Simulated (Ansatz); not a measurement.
This script drives the Python package of Ansatz (0.2.0).

`hull.py`:
```python
"""Stability of Zr-Os compounds against each other, after relaxing cells and atoms."""

from collections import Counter
import csv
import warnings

import ansatz as az
import numpy as np

CUTOFF_EV = 470
XC = "pbesol"
KSPACING = 0.3
SMEARING = "gaussian"
SIGMA = 0.1

PHASES = {
    "ZrOs Pm-3m": (
        [[3.263, 0.0, 0.0], [0.0, 3.263, 0.0], [0.0, 0.0, 3.263]],
        [
            ("Zr", [0.5, 0.5, 0.5]),
            ("Os", [0.0, 0.0, 0.0]),
        ],
    ),
    "ZrOs3 Pm-3m": (
        [[3.996587, 0.0, 0.0], [0.0, 3.996587, 0.0], [0.0, 0.0, 3.996587]],
        [
            ("Zr", [0.0, 0.0, 0.0]),
            ("Os", [0.5, 0.5, 0.0]),
            ("Os", [0.5, 0.0, 0.5]),
            ("Os", [0.0, 0.5, 0.5]),
        ],
    ),
    "Zr": (
        [[3.232, 0.0, 0.0], [-1.616, 2.7989941, 0.0], [0.0, 0.0, 5.147]],
        [
            ("Zr", [1 / 3, 2 / 3, 0.25]),
            ("Zr", [2 / 3, 1 / 3, 0.75]),
        ],
    ),
    "Os": (
        [[2.7341, 0.0, 0.0], [-1.36705, 2.36780006, 0.0], [0.0, 0.0, 4.3197]],
        [
            ("Os", [1 / 3, 2 / 3, 0.25]),
            ("Os", [2 / 3, 1 / 3, 0.75]),
        ],
    ),
}


def build(vectors, sites):
    crystal = az.Crystal(lattice=az.Lattice.of(vectors))
    for symbol, position in sites:
        crystal = crystal.atom(symbol, position)
    return crystal


def run_phase(name, crystal):
    calc = crystal.calculation()
    calc = calc.basis(CUTOFF_EV)
    calc = calc.functional(XC)
    calc = calc.kpoints(spacing=KSPACING)
    calc = calc.occupations(SMEARING, width=SIGMA)
    calc = calc.relax(force_tolerance=0.03, cell=True)
    return calc.run(threads=1, backend="cpu")


def counts(outcome):
    return Counter(site.symbol for site in outcome.lattice.sites)

def formation_energy(outcome, mu):
    n = counts(outcome)
    return (outcome.report["energy_sigma0_ev"] - sum(k * mu[element] for element, k in n.items())) / sum(n.values())

warnings.simplefilter("ignore")

phases = {name: build(*cell) for name, cell in PHASES.items()}

done = {}
for name, crystal in phases.items():
    done[name] = run_phase(name, crystal)
    print(f"{name}: {done[name].report['energy_sigma0_ev']:.4f} eV, {len(done[name].lattice.sites)} atoms")

# energy of one atom in its reference phase
references = {"Zr": "Zr", "Os": "Os"}
mu = {element: done[name].report["energy_sigma0_ev"] / len(done[name].lattice.sites) for element, name in references.items()}
points = sorted((counts(o)["Os"] / len(o.lattice.sites), formation_energy(o, mu), name) for name, o in done.items())

# walk in x and drop points that lie above the chord
hull = []
for x, e, _ in points:
    while len(hull) > 1 and (hull[-1][0] - hull[-2][0]) * (e - hull[-2][1]) - (hull[-1][1] - hull[-2][1]) * (x - hull[-2][0]) <= 0:
        hull.pop()
    hull.append((x, e))
rows = [(name, x, e, e - np.interp(x, *zip(*hull))) for x, e, name in points]
with open("hull.csv", "w", newline="") as handle:
    writer = csv.writer(handle)
    writer.writerow(["phase", "x(Os)", "E_form (eV/atom)", "above hull (eV/atom)"])
    writer.writerows([round(v, 4) if isinstance(v, float) else v for v in row] for row in rows)
print(open("hull.csv").read())
print("on the hull of these phases:", ", ".join(row[0] for row in rows if row[3] < 1e-6))
```

It is started by `python hull.py`. Estimate its wall time and peak memory on 1 thread of Arm Neoverse V1, on a shared host.

It took about 32 s, with a peak of 0.45 GiB, for 4 runs of the engine.

`python hull.py` gives:
```text
ZrOs Pm-3m: -15380.7443 eV, 2 atoms
ZrOs3 Pm-3m: -37881.8655 eV, 4 atoms
Zr: -8257.2696 eV, 2 atoms
Os: -22502.1470 eV, 2 atoms
phase,x(Os),E_form (eV/atom),above hull (eV/atom)
Zr,0.0,0.0,0.0
ZrOs Pm-3m,0.5,-0.518,0.0
ZrOs3 Pm-3m,0.75,-0.0026,0.2564
Os,1.0,0.0,0.0

on the hull of these phases: Zr, ZrOs Pm-3m, Os
```

What to keep in mind:
- Total energies depend on the potentials; only differences at equal settings carry meaning.
- Spin-orbit coupling, which matters for elements this heavy, is left out.
- The cells come from databases of deposited and of computed structures, and not all need be stable phases.
- Differences under about 40 meV an atom lie within the error of mesh and functional, so such verdicts may flip; only the cells listed enter the hull.
